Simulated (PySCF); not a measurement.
**TiF: the SCF solver's settings**

Aim: find out which solver settings change the answer for TiF.

Program: PySCF 2.14.0. Level of theory: method and basis as typed in the scripts. These are calculated values, not measurements.

3 further runs of the same task are left out: 3 that didn't finish.

### 1 The system as given

TiF: 2 atoms, charge 0, spin multiplicity 2.

Bond lengths: Ti1–F2 1.786 Å.

### 2 The base run

The input, input.py:

```python
from pyscf import gto, scf, cc

mol = gto.M(
    atom='Ti 0 0 0; F 0 0 1.786',
    basis='sto-3g',
    charge=0,
    spin=1,
    symmetry=True,
    verbose=3,
)
mf = scf.UHF(mol)
mf.level_shift = 0.3
mf.kernel()
mycc = cc.CCSD(mf, frozen=6)
mycc.kernel()
mycc.ccsd_t()
mf.dip_moment()
print('orbital energies (hartree):', [e[max(0, n-3):n+3].round(4) for e, n in zip(mf.mo_energy, mol.nelec)])
```

On the command line:

```bash
$ python input.py
```

Its log is not repeated here.

It gives: E(SCF) = -937.643440 Eh, E(CCSD) − E(SCF) = -0.12686 Eh, (T) = -0.02369 Eh, ⟨S²⟩ = 1.754, μ = 1.86 D (of the SCF density).

⟨S²⟩ = 1.75 against 0.75 for a pure state: the determinant is spin-contaminated. The bond length is a typed value, not an optimised one. No search for the lowest state was made; open d or f shells can end in a higher solution.

### 3 Second-order solver on

Variant 1 changes second-order solver: off → on.

Changes to input.py since step 2:

```diff
@@ -12,2 +12,3 @@
 mf.level_shift = 0.3
+mf = mf.newton()
 mf.kernel()
```

On the command line:

```bash
$ python input.py
```

The log of the run:

```text
converged SCF energy = -937.775164213052  <S^2> = 0.87517464  2S+1 = 2.121485

WARN: Orbital degeneracy broken

E(UCCSD) = -937.9180506044632  E_corr = -0.1428863914112512
UCCSD(T) correction = -0.0115918785724343
Dipole moment(X, Y, Z, Debye):  0.00000,  0.00000, -1.17867
orbital energies (hartree): [array([-0.4254, -0.1862, -0.1724,  0.2647,  0.2647,  0.2897]), array([-0.4378, -0.4378, -0.1585,  0.2898,  0.2916,  0.2916])]
```

Run time: 2 s. Hardware: 1 thread, shared host.

Outcome: E(SCF) = -937.775164 Eh (-3.5844 eV from the base), E(CCSD) − E(SCF) = -0.14289 Eh, (T) = -0.01159 Eh, ⟨S²⟩ = 0.875, μ = 1.18 D (of the SCF density).

### 4 Initial guess random

Variant 2 changes initial guess: minao → random.

Changes to input.py since step 2:

```diff
@@ -11,2 +11,3 @@
 mf = scf.UHF(mol)
+mf.init_guess = 'random'
 mf.level_shift = 0.3
```

On the command line:

```bash
$ python input.py
```

The log of the run:

```text
converged SCF energy = -937.643439509889  <S^2> = 1.7538838  2S+1 = 2.8311721
E(UCCSD) = -937.7702954143605  E_corr = -0.1268559044714207
UCCSD(T) correction = -0.0236886230950639
Dipole moment(X, Y, Z, Debye):  0.00000,  0.00000, -1.86480
orbital energies (hartree): [array([-0.3823, -0.0682, -0.0682,  0.1651,  0.3532,  0.3532]), array([-0.393 , -0.393 , -0.1357,  0.3389,  0.3389,  0.345 ])]
```

It took 2.2 s on 1 thread, shared host.

This run: E(SCF) = -937.643440 Eh (no change), E(CCSD) − E(SCF) = -0.12686 Eh, (T) = -0.02369 Eh, ⟨S²⟩ = 1.754, μ = 1.86 D (of the SCF density).

### 5 Point-group symmetry off

Variant 3 changes point-group symmetry: on → off.

Changes to input.py since step 2:

```diff
@@ -7,3 +7,2 @@
     spin=1,
-    symmetry=True,
     verbose=3,
```

On the command line:

```bash
$ python input.py
```

The log of the run:

```text
WARN: HOMO 0.301372168998094 >= LUMO 0.301372168998094

converged SCF energy = -937.775164212998  <S^2> = 0.8751553  2S+1 = 2.1214668
E(UCCSD) = -937.9180505836899  E_corr = -0.1428863706922564
UCCSD(T) correction = -0.0115918826016697
Dipole moment(X, Y, Z, Debye): -0.00000,  0.00000, -1.17875
orbital energies (hartree): [array([-0.4254, -0.1862, -0.1724,  0.2647,  0.2647,  0.2897]), array([-0.4378, -0.4378, -0.1585,  0.2898,  0.2916,  0.2916])]
```

Wall time 1.8 s (1 thread, shared host).

Outcome: E(SCF) = -937.775164 Eh (-3.5844 eV from the base), E(CCSD) − E(SCF) = -0.14289 Eh, (T) = -0.01159 Eh, ⟨S²⟩ = 0.875, μ = 1.18 D (of the SCF density).

### 6 Smearing width 0.001 hartree

Variant 4 changes smearing width: none → 0.001 hartree; step after the SCF: ccsd(t) → none.

Changes to input.py since step 2:

```diff
@@ -1,2 +1,2 @@
-from pyscf import gto, scf, cc
+from pyscf import gto, scf
 
@@ -11,7 +11,5 @@
 mf = scf.UHF(mol)
+mf = scf.addons.smearing_(mf, sigma=0.001, method='fermi')
 mf.level_shift = 0.3
 mf.kernel()
-mycc = cc.CCSD(mf, frozen=6)
-mycc.kernel()
-mycc.ccsd_t()
 mf.dip_moment()
```

On the command line:

```bash
$ python input.py
```

The log of the run:

```text
converged SCF energy = -937.582820186502  <S^2> = 3.5527137e-15  2S+1 = 1
Dipole moment(X, Y, Z, Debye):  0.00000,  0.00000, -1.26483
orbital energies (hartree): [array([-0.4321, -0.1686,  0.2097,  0.2097,  0.2754,  0.2754]), array([-0.4321, -0.4321, -0.1686,  0.2097,  0.2097,  0.2754])]
```

It took 1.3 s on 1 thread, shared host.

Result: E(SCF) = -937.582820 Eh, ⟨S²⟩ = 0.000, μ = 1.26 D.

Smearing with one chemical potential does not keep the typed spin. The energy is that at the smeared occupations, without the entropy term. Smearing with one chemical potential need not keep the typed spin, and ⟨S²⟩ has no meaning at fractional occupations. Both spins end with the same levels: the smearing has lost the typed open shell.

### 7 All runs together

| run | E(SCF) (hartree) | from base (eV) | gap, α spin (eV) | SCF dipole (D) | after the SCF |
| --- | --- | --- | --- | --- | --- |
| base | -937.643440 | 0 | 6.35 | 1.86 | CCSD(T) correlation -4.097 eV, core frozen |
| second-order solver on | -937.775164 | -3.5844 | 11.89 | 1.18 | CCSD(T) correlation -4.204 eV, core frozen |
| initial guess random | -937.643440 | 0.0000 | 6.35 | 1.86 | CCSD(T) correlation -4.097 eV, core frozen |
| point-group symmetry off | -937.775164 | -3.5844 | 11.89 | 1.18 | CCSD(T) correlation -4.204 eV, core frozen |
| smearing width 0.001 hartree | -937.582820 | not comparable | n/a | 1.26 | n/a |

Wall time on 1 thread, shared host, start-up included: base 2.2 s; second-order solver on 2 s; initial guess random 2.2 s; point-group symmetry off 1.8 s; smearing width 0.001 hartree 1.3 s.

In words: No change of the SCF energy comes from initial guess random. PySCF falls back to minao for a guess that it doesn't know or can't read, so that run repeats the base. The largest comparable shift of the SCF energy, -3.584 eV, comes with the run “second-order solver on”. With second-order solver on the SCF ends in another solution, 3.58 eV lower: the path to self-consistency decides the state here. With point-group symmetry off the SCF ends in another solution, 3.58 eV lower: the path to self-consistency decides the state here.
